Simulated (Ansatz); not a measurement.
PtRh3 under changes of volume

One of the cells (14.160 Å³/atom); the others are scaled copies at fixed shape and fractional positions:

```
Pt Rh
1.0
    -1.91916    1.91916    3.84464
     1.91916   -1.91916    3.84464
     1.91916    1.91916   -3.84464
Pt Rh
1 3
Direct
  0.00000 0.00000 0.00000
  0.50000 0.50000 0.00000
  0.25000 0.75000 0.50000
  0.75000 0.25000 0.50000
```

The cell comes from a database or a generator and needn't be the stable form of this composition.

| Item | Value |
| --- | --- |
| Program | Ansatz 0.2.0 |
| Functional | PBEsol |
| Potentials or basis | all-electron LAPW, scalar-relativistic |
| Cutoff | 277 eV (chosen from the basis error) |
| Basis error allowed | 0.001 eV/atom |
| k mesh | 10 × 10 × 10 |
| Occupations | fermi-dirac, width 0.05 eV |
| Spin | no spin polarisation |

| volume (Å³/atom) | energy over the lowest point (meV/atom) | pressure (GPa) |
| --- | --- | --- |
| 13.311 | ? | ? |
| 13.594 | 5.12 | 6.3 |
| 13.877 | 0.00 | -0.1 |
| 14.160 | 5.48 | -5.7 |
| 14.444 | 20.30 | -10.7 |
| 14.727 | 43.34 | -15.0 |
| 15.010 | 73.60 | -18.9 |

Q: What does the run at 13.311 Å³/atom give?

A: Energy over the lowest point 22.26 meV/atom; pressure 13.5 GPa.

Worked out: A Birch-Murnaghan fit of order 3 (a polynomial in V^(-2/3)) to the other rows has its minimum at 13.87 Å³/atom with B0 = V·E''(V) = 294 GPa and B' = 5.1 at fixed shape and positions, which overstates the stiffness. It gives 22.21 meV/atom at 13.311 Å³/atom, against the run's 22.26, and -dE/dV = 13.4 GPa, against 13.5.

Energies are extrapolated to zero smearing.
